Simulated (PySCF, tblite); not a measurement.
**C₄H₉FOSi: geometry, infrared bands and NMR shifts**

What infrared bands and NMR shifts should C₄H₉FOSi (`C=C(O[SiH3])[C@H](C)F`) show?

The runs use tblite 0.8.0 and PySCF 2.14.0, with density-fitted response routines of our own; the level of theory stands in each step. All values are computed, except where a source is named. Atoms are numbered from 0 throughout.

## Step 1: The starting structure

16 atoms, charge 0, multiplicity 1; geometry from: force field or distance geometry start.

Bonds of the start (Å): C0–C1 1.33, C1–O2 1.36, O2–Si3 1.71, C1–C4 1.49, C4–C5 1.53, C4–F6 1.35, C0–H7 1.09, C0–H8 1.07, Si3–H9 1.47, Si3–H10 1.46, Si3–H11 1.48, C4–H12 1.11, C5–H13 1.13, C5–H14 1.10, C5–H15 1.08.

## Step 2: Relaxing the molecule with GFN2-xTB

Job settings and geometry (Å):

```
{"job": {"kind": "relax", "xc": "GFN2-xTB", "basis": "xTB"}, "charge": 0, "multiplicity": 1}
C      0.527300    -1.013400     1.448100
C     -0.029600    -0.694800     0.280400
O      0.707100    -0.517300    -0.854600
Si     2.136500     0.405700    -1.046700
C     -1.507600    -0.537700     0.211400
C     -1.760700     0.896500    -0.262700
F     -2.137300    -0.761200     1.387300
H      1.602600    -1.130900     1.544300
H     -0.056400    -1.154700     2.335400
H      1.858600     1.790700    -1.438700
H      2.979400     0.438400     0.143400
H      2.929600    -0.261000    -2.100000
H     -1.889900    -1.188000    -0.599000
H     -2.005500     1.501900     0.655500
H     -0.817000     1.254600    -0.707700
H     -2.544700     0.980000    -1.007800
```

Started as:

```bash
OMP_NUM_THREADS=1 python probes_run.py task.json out
```

The driver reads the jobs from task.json and runs them one after another.

**Question.** This job is followed by: GFN2-xTB harmonic vibrations, gas phase; GIAO PBE0/pcSseg-1 NMR shielding, non-relativistic, gas phase. What will the session give for the following? strongest single infrared mode (GFN2-xTB); zero-point energy (GFN2-xTB); 13C shifts against TMS (PBE0/pcSseg-1); 1H shifts against TMS (PBE0/pcSseg-1, means over atoms taken as alike); 17O shifts against H2O (PBE0/pcSseg-1); 29Si shifts against TMS (PBE0/pcSseg-1); 19F shifts against CFCl3 (PBE0/pcSseg-1).

As calculated:

```
                                                              quantity                             value
                             strongest single infrared mode (GFN2-xTB)             2243 cm⁻¹, 392 km/mol
                                          zero-point energy (GFN2-xTB)                     73.5 kcal/mol
                                13C shifts against TMS (PBE0/pcSseg-1)       169.9, 92.7, 88.4, 23.6 ppm
1H shifts against TMS (PBE0/pcSseg-1, means over atoms taken as alike)  5.05, 4.98, 4.85, 4.32, 1.49 ppm
                                17O shifts against H2O (PBE0/pcSseg-1)                          95.8 ppm
                               29Si shifts against TMS (PBE0/pcSseg-1)                         -42.6 ppm
                              19F shifts against CFCl3 (PBE0/pcSseg-1)                        -212.0 ppm
```

The optimisation took 155 steps and gained 0.545 eV; among the close pairs (by a distance rule), O2–Si3 changed most, from 1.712 to 1.630 Å. All 42 modes are real, so the xTB geometry is a minimum. The strongest single mode, at 2243 cm⁻¹, moves mainly H9 and H10. GFN2-xTB is a fitted tight-binding method: band positions and strengths are rough. Its intensities can rank the bands wrongly. The most deshielded carbon is C1 (alkene carbon bearing oxygen), at 169.9 ppm: an sp2 carbon further deshielded by the attached heteroatom. H12 (hydrogen on an allylic sp3 CH bonded to F) lies farthest downfield among hydrogen, at 5.05 ppm; its carbon carries F, hence the downfield position. At PBE0/pcSseg-1: The largest span, 198 ppm, is at C1, where the paramagnetic term is -237 ppm.
